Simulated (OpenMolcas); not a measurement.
# Os⁴⁺ among point charges: CASSCF and CASPT2 levels and susceptibility

How does a field of 6 point charges split the states of Os⁴⁺, and what χT follows?

Method: state-averaged CASSCF and CASPT2, spin-orbit coupling by RASSI with atomic mean-field integrals. Code: OpenMolcas 26.06.

### Step 1. Starting point

| Quantity | Value |
| --- | --- |
| Species | Os⁴⁺ (osmium, Z = 76, 72 electrons) |
| Basis | ANO-RCC-VTZP [8s7p5d3f2g1h], 104 functions |
| Scalar Hamiltonian | DKH2, point nucleus |
| Inactive shells | 1s 2s 2p 3s 3p 3d 4s 4p 4d 4f 5s 5p |
| Active space | 4 electrons in 5 orbitals (5d) |
| Some configurations of this space | 5d4 |
| Orbitals | optimised for each spin and parity, averaged over all roots |

The outer shells:

5d4
```
5d [↑ ][↑ ][↑ ][↑ ][  ]
```

The ion sits among 6 point charges of -1 e arranged as an octahedron (Oh), 2.1 Å from the ion.

Each step is its own input file, run in one work folder so that later steps find the files of earlier ones. Labels, J, g values, rates, χT and fits are worked out afterwards by a script from the matrices that RASSI stores. The input lists half of the charges; inversion (Group=XYZ) makes the rest.

### Step 2. Basis and integrals

a.inp

```
&GATEWAY
Coord
1

Os 0.0 0.0 0.0
Basis=ANO-RCC-VTZP
Group=XYZ
NoMove
AngMom=0.0 0.0 0.0
AMFI
XField
3 Angstrom 0
2.100000 0.000000 0.000000 -1.000000
0.000000 2.100000 0.000000 -1.000000
0.000000 0.000000 2.100000 -1.000000
&SEWARD
```

Started as:

```bash
OMP_NUM_THREADS=1 MOLCAS_MEM=1689 MOLCAS_PROJECT=a pymolcas a.inp > a.log
```

### Step 3. Reference wave functions, quintets of even parity, 5 roots

a.inp

```
&RASSCF
FileOrb=start.orb
Symmetry=1
Spin=5
nActEl=4 0 0
Inactive=15 19
Ras2=5 0
CIRoot=5 5 1
SDav=5
CIMx=300
Iter=120 100
PrWF=0.3
OrbListing=Nothing
MaxOrb=0
>>> COPY $Project.JobIph JOB001
```

start.orb holds the contracted functions of the basis, ordered by shell, or the orbitals of the step before.

### Step 4. Reference wave functions, triplets of even parity, 45 roots

a.inp

```
&RASSCF
FileOrb=start.orb
Symmetry=1
Spin=3
nActEl=4 0 0
Inactive=15 19
Ras2=5 0
CIRoot=45 45 1
SDav=45
CIMx=300
Iter=120 100
PrWF=0.3
OrbListing=Nothing
MaxOrb=0
>>> COPY $Project.JobIph JOB002
```

### Step 5. Reference wave functions, singlets of even parity, 50 roots

a.inp

```
&RASSCF
FileOrb=start.orb
Symmetry=1
Spin=1
nActEl=4 0 0
Inactive=15 19
Ras2=5 0
CIRoot=50 50 1
SDav=50
CIMx=300
Iter=120 100
PrWF=0.3
OrbListing=Nothing
MaxOrb=0
>>> COPY $Project.JobIph JOB003
```

### Step 6. RASSI: spin-orbit coupling between the states

a.inp

```
&RASSI
NrOfJobIphs=3 5 45 50
1 2 3 4 5
1 2 3 4 5 6 7 8 9 10 11 12 13 14 15 16 17 18 19 20 21 22 23 24 25 26 27
28 29 30 31 32 33 34 35 36 37 38 39 40 41 42 43 44 45
1 2 3 4 5 6 7 8 9 10 11 12 13 14 15 16 17 18 19 20 21 22 23 24 25 26 27
28 29 30 31 32 33 34 35 36 37 38 39 40 41 42 43 44 45 46 47 48 49 50
IphNames
JOB001
JOB002
JOB003
EJob
SpinOrbit
DIPRint=1.0
SOCoupling=1000.0
Subsets=2
Property=9
'ANGMOM' 1 'ANGMOM' 2 'ANGMOM' 3 'MLTPL  1' 1 'MLTPL  1' 2 'MLTPL  1' 3
'AMFI' 1 'AMFI' 2 'AMFI' 3
SOProperty=3
'ANGMOM' 1 'ANGMOM' 2 'ANGMOM' 3
```

### Step 7. CASPT2: IPEA 0.25, imaginary shift 0.1 (closed shells correlated: 5s 5p)

a.inp

```
>>> COPY JOB001 $Project.JobIph
&CASPT2
Multistate=5 1 2 3 4 5
NoMult
Frozen=14 16
IPEA=0.25
Imaginary=0.1
MaxIter=60
WThr=0.0 0.3 0.05
PrWF=0.5
NoMix
>>> COPY JOB002 $Project.JobIph
&CASPT2
Multistate=45 1 2 3 4 5 6 7 8 9 10 11 12 13 14 15 16 17 18 19 20 21 22
23 24 25 26 27 28 29 30 31 32 33 34 35 36 37 38 39 40 41 42 43 44 45
NoMult
Frozen=14 16
IPEA=0.25
Imaginary=0.1
MaxIter=60
WThr=0.0 0.3 0.05
PrWF=0.5
NoMix
>>> COPY JOB003 $Project.JobIph
&CASPT2
Multistate=50 1 2 3 4 5 6 7 8 9 10 11 12 13 14 15 16 17 18 19 20 21 22
23 24 25 26 27 28 29 30 31 32 33 34 35 36 37 38 39 40 41 42 43 44 45 46
47 48 49 50
NoMult
Frozen=14 16
IPEA=0.25
Imaginary=0.1
MaxIter=60
WThr=0.0 0.3 0.05
PrWF=0.5
NoMix
```

(Steps that only read results are left out.)

**Question.** What will these runs give? Wanted: spin-free ground state; first state of the same spin within the active space; lowest level; next level.

**Answer**, as computed:

```
                                            quantity                                                                        value
                                              method  SS-CASPT2, IPEA 0.25, imaginary shift 0.1 (closed shells correlated: 5s 5p)
                              spin-free ground state                                               5E, 2-fold in its orbital part
first state of the same spin within the active space                                                             5T2 at 4220 cm⁻¹
                                        lowest level                                                                    1-fold A1
                                          next level                                                                  4091.5 cm⁻¹
                                         χT at 300 K                                                               0.07 cm³ K/mol
                           effective moment at 300 K                                                                      0.74 μB
```

Cost by method:

```
                                              method  time of its own steps  time with the reference
                                           A. CASSCF                   24 s                     24 s
B. SS-CASPT2, IPEA 0.25, imaginary shift 0.1, +5s 5p                   28 s                     52 s
```

Times are of one thread on a shared host.

**Reading.** The spin-free ground state (5E) comes to 100 % from free-ion D terms and keeps the highest spin of the shell. χT at 300 K is 0.07, against 3.01 cm³ K/mol for the spin alone, so spin-orbit coupling lowers it. An active space of the d shell alone favours high spin; real ions in strong fields can be low spin. A ligand-field fit to the states below 45000 cm-1 gives 10Dq = 4197 cm-1, B = 705 cm-1 and C = 3218 cm-1 (C/B = 4.56), with a deviation of 558 cm-1. CASPT2 does not keep the components of a term degenerate, and the means are used. An orbital doublet at a regular site is open to a Jahn-Teller distortion, which this geometry leaves out. The field of point charges can differ much from that of real complexes. With metal d orbitals alone active, the gaps between spin states are rough; where two lie within a few thousand cm-1, their order is open. Point charges carry no covalency, so the field is a model and not that of real ligands.
